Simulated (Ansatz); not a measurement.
Working through a frozen displacement of one atom of Ge, space group I4_1/amd

With Ansatz 0.2.0, Python API.

Input file `ge.xyz`:
```text
2
Lattice="-2.57448972 2.57448972 1.39741264 2.57448972 -2.57448972 1.39741264 2.57448972 2.57448972 -1.39741264" Properties=species:S:1:pos:R:3 pbc="T T T"
Ge    2.57448972    0.00000000    0.69870632
Ge    0.00000000    0.00000000    1.39741264
```

Interactive session:
```pycon
>>> import ansatz
>>> import numpy as np
>>> cell = ansatz.Crystal.from_extxyz('ge.xyz')
>>> inverse = np.linalg.inv(np.array(cell.lattice.vectors))
>>> home = np.array(cell.sites[0].position)
>>> values = np.linspace(-0.05, 0.05, 5)
>>> energies, pulls = [], []
>>> for shift in values:
...     moved = cell.move(0, to=home + shift * inverse[2])
...     calc = (
...         moved.calculation()
...         .kpoints(density=5.1)
...         .functional('pbesol')
...         .pseudopotentials('paw')
...         .basis(21 * ansatz.Ha)
...         .occupations('cold', width=0.05)
...         .forces()
...     )
...     report = calc.run().report
...     energies.append(report['free_energy_ev'])
...     pulls.append(report['forces_ev_ang'][0][2])
...
>>> # the force is minus the slope of the free energy
>>> print('shift (A)   dE (eV)   force along z (eV/A)')
shift (A)   dE (eV)   force along z (eV/A)
>>> for shift, e, f in zip(values, energies, pulls):
...     print(f'{shift:8.3f} {e - energies[2]:10.5f} {f:12.4f}')
...
  -0.050    0.00073       0.0292
  -0.025    0.00019       0.0148
   0.000    0.00000       0.0000
   0.025    0.00019      -0.0148
   0.050    0.00073      -0.0292
>>> print(f'stiffness from energies {2 * np.polyfit(values, energies, 2)[0]:.3f}, from forces {-np.polyfit(values, pulls, 1)[0]:.3f} eV/A^2')
stiffness from energies 0.587, from forces 0.585 eV/A^2
```

Notes:
- In a metal a curvature from energy changes of a few meV or less hangs on mesh and smearing, in size and even in sign.
- This isn't the structure that Ge takes at ambient conditions.
- All periodic images of the atom move with it, so the curvature is one diagonal element of the zone-centre force constants and no normal mode; a positive value doesn't exclude soft modes in which several atoms move.
- Finished in 78 s on 1 thread of Arm Neoverse V2, with other jobs on the host, peak memory 0.67 GiB.
